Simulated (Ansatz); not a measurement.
**C3H4F2Ge: one species, many methods**

How much do the methods differ for C3H4F2Ge? The plan is to run it at one geometry with functionals of several rungs and with coupled cluster, and see how far each lands from CCSD(T) at the basis-set limit for the atomisation energy.

Method: functionals in def2-TZVPP, the program's frozen cores in correlated methods; program: Ansatz 0.2.0, Gaussian basis.

The runs, in order: LDA (SPW92), PBE-D4, revPBE-D4, BLYP-D4, r2SCAN-D4, B97M-V, PBE0-D4, B3LYP-D4, r2SCANh-D4, r2SCAN0-D4, HSE06-D4, BHLYP-D4, CAM-B3LYP-D4, LC-ωPBE, ωB97X-V, ωB97M-V, B2PLYP, PBE-QIDH; CCSD(T)/def2-SVP; CCSD(T)/def2-TZVPP; MP2/def2-QZVPP; extrapolation to the limit; RPA on PBE.

**1. The relaxed structure**

An earlier PBE0-D4 in a triple-zeta def2 set relaxation fixed the geometry.

10 atoms, charge 0, spin multiplicity 1.

Atoms are counted from 1 here; the program's logs count them from 0.

Bond lengths: C1–C2 1.204 Å, C1–H7 1.066 Å, C2–Ge3 1.885 Å, Ge3–C4 1.917 Å, Ge3–F5 1.725 Å, Ge3–F6 1.725 Å, C4–H8 1.090 Å, C4–H9 1.090 Å, C4–H10 1.090 Å. Angles: C2–C1–H7 179.4°, C1–C2–Ge3 177.4°, C2–Ge3–C4 117.4°, C2–Ge3–F5 107.4°, C2–Ge3–F6 107.4°, C4–Ge3–F5 109.8°, C4–Ge3–F6 109.8°, F5–Ge3–F6 104.2°, Ge3–C4–H8 109.7°, Ge3–C4–H9 109.6°, Ge3–C4–H10 109.2°, H8–C4–H9 109.3°, H8–C4–H10 109.5°, H9–C4–H10 109.5°.

**2. LDA**

This LDA is Slater exchange with PW92 correlation.

Input file in.yaml:

```yaml
crystal:
  periodic: [false, false, false]
  atoms:
    - {symbol: C, position_ang: [1.626020, 1.826135, -1.233737]}
    - {symbol: C, position_ang: [0.727640, 1.091803, -0.913069]}
    - {symbol: Ge, position_ang: [-0.630900, -0.084313, -0.344063]}
    - {symbol: C, position_ang: [-0.295366, -1.123112, 1.231515]}
    - {symbol: F, position_ang: [-0.994857, -1.129559, -1.667554]}
    - {symbol: F, position_ang: [-2.066317, 0.849626, -0.134398]}
    - {symbol: H, position_ang: [2.415544, 2.480353, -1.527091]}
    - {symbol: H, position_ang: [0.587020, -1.744893, 1.079909]}
    - {symbol: H, position_ang: [-0.127753, -0.459072, 2.079551]}
    - {symbol: H, position_ang: [-1.157830, -1.758268, 1.431836]}
basis:
  gaussian: {orbitals: def2-TZVPP}
hamiltonian: {xc: lda}
output: {orbitals: {seedname: orbitals}}
```

Command:

```sh
$ ansatz run in.yaml --threads 4 --pin off --events-out ev --progress --plain --max-ram 10444MiB
```

The runs that follow: PBE-D4 (GGA); revPBE-D4 (GGA); BLYP-D4 (GGA); r2SCAN-D4 (meta-GGA); B97M-V (meta-GGA); B3LYP-D4 (hybrid); r2SCANh-D4 (hybrid); r2SCAN0-D4 (hybrid); HSE06-D4 (hybrid); BHLYP-D4 (hybrid); CAM-B3LYP-D4 (range-separated); LC-ωPBE (range-separated); ωB97X-V (range-separated); ωB97M-V (range-separated); B2PLYP (double hybrid); PBE-QIDH (double hybrid); CCSD(T) in def2-SVP; CCSD(T) in def2-TZVPP; MP2 in def2-QZVPP; RPA on PBE orbitals.

**Question.** What will the summary of the whole plan be? Wanted: atomisation energy, CCSD(T)/CBS; farthest beyond LDA; mean size of error, GGA; mean size of error, meta-GGA; mean size of error, hybrid; mean size of error, range-separated; mean size of error, double hybrid; gap, smallest and largest; T1 diagnostic.

As calculated:

| quantity | value |
| --- | --- |
| atomisation energy, CCSD(T)/CBS | 982.5 kcal/mol |
| functionals within 9.8 kcal/mol (1.0 %) | revPBE-D4, BLYP-D4, r2SCAN-D4, B97M-V, PBE0-D4, B3LYP-D4, r2SCANh-D4, HSE06-D4, CAM-B3LYP-D4, LC-ωPBE, ωB97X-V, ωB97M-V, PBE-QIDH |
| farthest beyond LDA | BHLYP-D4 (-43.0 kcal/mol) |
| mean size of error, GGA | 11.6 kcal/mol |
| mean size of error, meta-GGA | 0.3 kcal/mol |
| mean size of error, hybrid | 14.9 kcal/mol |
| mean size of error, range-separated | 3.2 kcal/mol |
| mean size of error, double hybrid | 7.9 kcal/mol |
| gap, smallest and largest | 6.02 eV (LDA (SPW92)), 13.46 eV (LC-ωPBE) |
| T1 diagnostic | 0.0122 |
| triples share of the correlation energy | 3.8 % |

In words: LDA overbinds by 145.1 kcal/mol (15 %). PBE-D4 misses by +20.4 kcal/mol. Double hybrids carry the basis error of their MP2 part in triple zeta, and no dispersion term here, so their miss is partly the set-up's. The rungs meta-GGA, range-separated, double hybrid miss on average by less than the doubt on the reference (9.8 kcal/mol), so they tie. The reference freezes the cores and leaves out relativity and excitations past (T), and its outer-core shells are covered unevenly, so misses under about 9.8 kcal/mol can't be ranked. Hartree-Fock recovers 73 % of the binding; the rest is correlation. CCSD(T) in def2-SVP is off by -53.3 kcal/mol, which most functionals beat. The gap grows from 6.0 to 13.5 eV across the functionals, mostly with the share of exact exchange. Correlated methods include outer-core shells of Ge, which these sets cover unevenly.
